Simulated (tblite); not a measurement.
# C4H12Si3: the cost of one run

Programs: tblite 0.8.0 and PySCF 2.14.0, with density-fitted response routines of our own. Each step states its level of theory. These are calculated values for one molecule in the gas phase, unless marked as measured. Atoms are numbered from 0 throughout.

## Step 1: Starting geometry

19 atoms, charge 0, multiplicity 1; geometry from: force field or distance geometry start.

Bonds of the start (Å): C0–C1 1.19, C1–Si2 1.89, Si2–Si3 2.30, Si3–Si4 2.30, Si4–C5 1.88, C5–C6 1.52, C0–H7 1.07, Si2–H8 1.48, Si2–H9 1.49, Si3–H10 1.49, Si3–H11 1.51, Si4–H12 1.49, Si4–H13 1.48, C5–H14 1.10, C5–H15 1.08, C6–H16 1.10, C6–H17 1.09, C6–H18 1.09.

## Step 2: Optimising the geometry with GFN2-xTB

Job settings and geometry (Å):

```
{"job": {"kind": "relax", "xc": "GFN2-xTB", "basis": "xTB"}, "charge": 0, "multiplicity": 1}
C      2.274500     1.874200    -1.625000
C      2.420300     1.032200    -0.799900
Si     2.689300    -0.296000     0.513100
Si     1.053500    -1.897500     0.322200
Si    -0.934200    -0.906500     0.916700
C     -1.445700     0.341800    -0.386500
C     -2.797700     1.000700    -0.164000
H      2.135400     2.637600    -2.359400
H      4.025800    -0.914900     0.333000
H      2.640100     0.314900     1.870400
H      0.974900    -2.461100    -1.054200
H      1.337200    -3.040600     1.260600
H     -1.997800    -1.941300     1.034700
H     -0.802500    -0.240700     2.230600
H     -0.687400     1.141600    -0.432500
H     -1.453600    -0.145100    -1.352800
H     -3.602900     0.258400    -0.145900
H     -2.829000     1.537600     0.789500
H     -3.010200     1.713800    -0.958100
```

Run with:

```
> OMP_NUM_THREADS=1 python probes_run.py task.json out
```

The driver reads the jobs from task.json and runs them one after another.

**Question.** How long does this first job take on 1 thread of Arm Neoverse N1, shared host, and how much memory does it need?

About 1.2 s, with a peak of 0.18 GiB.
